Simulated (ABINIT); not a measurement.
Crystal: Cd2S.

```
Cd S
1.0
     3.96267    0.00000    0.00000
    -1.98134    3.43177    0.00000
     0.00000    0.00000    5.80919
Cd S
2 1
Cartesian
  0.0000 2.2878 5.4183
  1.9813 1.1439 3.3620
  0.0000 2.2878 2.1245
```

The cell comes from a database or a generator and needn't be the stable form of this composition.

```yaml
Program: ABINIT 10.8.3 (patched build)
Task: single point
Functional: PBE
Potentials_or_basis: JTH PAW PBE v2.0
Cutoff: 599 eV
k_mesh: 8 × 8 × 5
Occupations: fermi-dirac, width 0.05 eV
Spin: no spin polarisation
```

On this cell: pressure -0.1 GPa; largest force 0.070 eV/Å; band gap on the k mesh 0.24 eV, indirect (least direct gap 0.57 eV).

The same run follows on a disturbed copy (atoms moved at random, drawn with an rms of 0.05 Å):

```
Cd S
1.0
     3.96267    0.00000    0.00000
    -1.98134    3.43177    0.00000
     0.00000    0.00000    5.80919
Cd S
2 1
Direct
  0.32600 0.65881 0.93410
  0.68459 0.35091 0.57211
  0.31890 0.65703 0.35867
```

What does the disturbed cell give?

The energy moves by +11.0 meV/atom; pressure 0.3 GPa; largest force 0.500 eV/Å; band gap on the k mesh 0.15 eV, indirect (least direct gap 0.47 eV).

Forces on the atoms (eV/Å):
```
Cd   0.015  0.006 -0.276
Cd  -0.350 -0.321  0.080
S    0.335  0.315  0.196
```

Stress tensor (GPa, compression positive):
```
 0.68  0.71 -0.61
 0.71 -0.80 -0.57
-0.61 -0.57  1.05
```

Caveats: an odd mesh through Γ misses points on the zone boundary, where band edges often lie.
